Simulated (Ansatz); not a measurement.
# CH8AlClSi2: the cost of one run

Program: Ansatz 0.2.0. Level of theory: RKS revPBE-D4/6-31G. These are calculated values, not measurements.

### 1 Starting point

Bond lengths: Al1–Si2 2.320 Å, Si2–Si3 2.202 Å, Si2–C4 1.912 Å, C4–Cl5 1.830 Å, Al1–H6 1.665 Å, Al1–H7 1.575 Å, Si2–H8 1.442 Å, Si3–H9 1.476 Å, Si3–H10 1.509 Å, Si3–H11 1.464 Å, C4–H12 1.099 Å, C4–H13 1.027 Å. Angles (14 of 21 angles, heavy atoms first): Al1–Si2–Si3 107.3°, Al1–Si2–C4 112.0°, Si3–Si2–C4 107.5°, Si2–C4–Cl5 106.1°, Al1–Si2–H8 111.7°, Si3–Si2–H8 108.7°, C4–Si2–H8 109.4°, Si2–Al1–H6 119.4°, Si2–Al1–H7 122.4°, Si2–Si3–H9 111.5°, Si2–Si3–H10 110.2°, Si2–Si3–H11 110.8°, Si2–C4–H12 108.4°, Si2–C4–H13 110.1°.

Structure file:

```xyz
13

Al   -1.8288    0.5392    1.1628
Si   -0.3316   -0.3174   -0.3880
Si    1.2461   -1.3668    0.7342
C     0.5108    1.0621   -1.4096
Cl   -0.8085    1.8117   -2.4326
H    -2.1366    2.1751    1.1856
H    -2.6297   -0.3808    2.1585
H    -0.9662   -1.2544   -1.2815
H     0.6853   -2.4277    1.5940
H     1.9566   -0.4074    1.6572
H     2.2410   -1.9358   -0.1763
H     0.9060    1.8164   -0.7145
H     1.1761    0.6511   -2.0750
```

### 2 Relaxing end A

Input file input.yaml:

```yaml
crystal:
  periodic: [false, false, false]
  atoms:
    - { symbol: Al, position_ang: [-1.8288, 0.5392, 1.1628] }
    - { symbol: Si, position_ang: [-0.3316, -0.3174, -0.388] }
    - { symbol: Si, position_ang: [1.2461, -1.3668, 0.7342] }
    - { symbol: C, position_ang: [0.5108, 1.0621, -1.4096] }
    - { symbol: Cl, position_ang: [-0.8085, 1.8117, -2.4326] }
    - { symbol: H, position_ang: [-2.1366, 2.1751, 1.1856] }
    - { symbol: H, position_ang: [-2.6297, -0.3808, 2.1585] }
    - { symbol: H, position_ang: [-0.9662, -1.2544, -1.2815] }
    - { symbol: H, position_ang: [0.6853, -2.4277, 1.594] }
    - { symbol: H, position_ang: [1.9566, -0.4074, 1.6572] }
    - { symbol: H, position_ang: [2.241, -1.9358, -0.1763] }
    - { symbol: H, position_ang: [0.906, 1.8164, -0.7145] }
    - { symbol: H, position_ang: [1.1761, 0.6511, -2.075] }
basis:
  gaussian: { orbitals: "6-31G" }
hamiltonian:
  xc: revpbe
  dispersion: d4
relax:
  f_tol: 0.015
  max_steps: 40
```

Run with:

```sh
ansatz run input.yaml --threads 1 --pin off --max-ram 2048MiB --backend cpu --events-out ev --progress --plain --runs-dir out
```

Q: Estimate wall time and peak memory on 1 thread of Arm Neoverse V1, shared host.

About 2.4 min, with a peak of 0.18 GiB.
